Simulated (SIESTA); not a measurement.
The system is Sr4Bi2O.

```xyz
7
Lattice="-2.5150 2.5150 8.8261 2.5150 -2.5150 8.8261 2.5150 2.5150 -8.8261" Properties=species:S:1:pos:R:3 pbc="T T T"
Bi    0.0000    0.0000    6.3594
Bi    0.0000    0.0000   11.2583
Sr    2.5150    0.0000    8.7922
Sr    0.0000    2.5150    8.7922
Sr    0.0000    0.0000    3.0049
Sr    0.0000    0.0000   14.7390
O     0.0000    0.0000   17.4791
```

The cell comes from a database or a generator and needn't be the stable form of this composition.

```yaml
Program: SIESTA 5.4.2
Task: single point
Functional: PBEsol
Potentials_or_basis: PseudoDojo 0.4 standard (PBEsol files)
Basis: DZP (energy shift 0.003 Ry; two zetas on semicore shells; d shell added on Sr)
Grid_cutoff: 800 Ry
Energy_shift: 0.003 Ry
k_mesh: 8 × 8 × 8
Occupations: fermi-dirac, width 0.05 eV
Spin: no spin polarisation
```

On this cell: pressure -1.3 GPa; largest force 0.138 eV/Å; band gap on the k mesh 0.84 eV, indirect (least direct gap 0.92 eV).

The same run follows on a disturbed copy (atoms moved at random, drawn with an rms of 0.05 Å):

```xyz
7
Lattice="-2.5150 2.5150 8.8261 2.5150 -2.5150 8.8261 2.5150 2.5150 -8.8261" Properties=species:S:1:pos:R:3 pbc="T T T"
Bi   -0.0525    0.0122    6.4121
Bi    0.0363   -0.0048   11.2588
Sr    2.5119   -0.0420    8.7539
Sr    0.0164    2.4999    8.7934
Sr    0.0076    0.0106    3.0112
Sr   -0.0106   -0.0469   14.7846
O    -0.0079   -0.0010   17.4872
```

**Question.** What changes?

**Answer.** The energy moves by +3.3 meV/atom; pressure -1.2 GPa; largest force 0.346 eV/Å; band gap on the k mesh 0.85 eV, indirect (least direct gap 0.94 eV).

Forces in eV/Å, atoms in the order of the input:
```
Bi   0.147 -0.106 -0.220
Bi  -0.087  0.001  0.034
Sr   0.021  0.199  0.283
Sr  -0.135 -0.029  0.170
Sr   0.024 -0.055 -0.070
Sr  -0.017  0.098 -0.038
O    0.047 -0.108 -0.159
```

Stress tensor (GPa, compression positive):
```
-1.13 -0.02 -0.23
-0.02 -1.09 -0.03
-0.23 -0.03 -1.24
```

Caveats: spin-orbit coupling is left out, which as a rule narrows the gap of such compounds by several tenths of an eV; the basis of atomic orbitals isn't converged, which shifts pressures, moduli and gaps.

A k mesh can miss the band edges.
